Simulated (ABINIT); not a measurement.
**Y3Ge: single point with PBE**

Y3Ge:

```
CELL_PARAMETERS angstrom
-2.26539 2.26539 5.19702
2.26539 -2.26539 5.19702
2.26539 2.26539 -5.19702
ATOMIC_POSITIONS crystal
Y 0.50000 0.50000 0.00000
Y 0.25000 0.75000 0.50000
Y 0.75000 0.25000 0.50000
Ge 0.00000 0.00000 0.00000
```

The cell comes from a database or a generator and needn't be the stable form of this composition.

```json
{
  "Program": "ABINIT 10.8.3 (patched build)",
  "Task": "single point",
  "Functional": "PBE",
  "Potentials or basis": "JTH PAW PBE v2.0",
  "Cutoff": "599 eV",
  "k mesh": "8 × 8 × 8",
  "Occupations": "fermi-dirac, width 0.05 eV",
  "Spin": "no spin polarisation",
  "Fine-grid cutoff": "1197.3 eV"
}
```

```json
{
 "Pressure": "-0.4 GPa",
 "Band gap on the k mesh": "none (metal or under the smearing width)",
 "Valence electrons inside the program's atomic spheres": "Y 8.09, 8.12; Ge 12.21"
}
```

Levels at points of the mesh, in eV from the Fermi level:
```
           k point  band 22  band 23  band 24  band 25  band 26  band 27
(0.00, 0.00, 0.00)    -1.17    -0.50    -0.14     0.19     0.74     1.26
(0.50, 0.00, 0.00)    -0.82    -0.55     0.43     1.07     1.54     1.57
(0.50, 0.50, 0.00)    -1.48    -1.27     0.17     0.66     0.90     1.17
(0.50, 0.50, 0.50)    -0.57    -0.57    -0.26    -0.10    -0.10     0.34
```

Run time: 7.3 min on 1 thread of Arm Neoverse V1, on a shared host, peak memory 0.38 GiB.
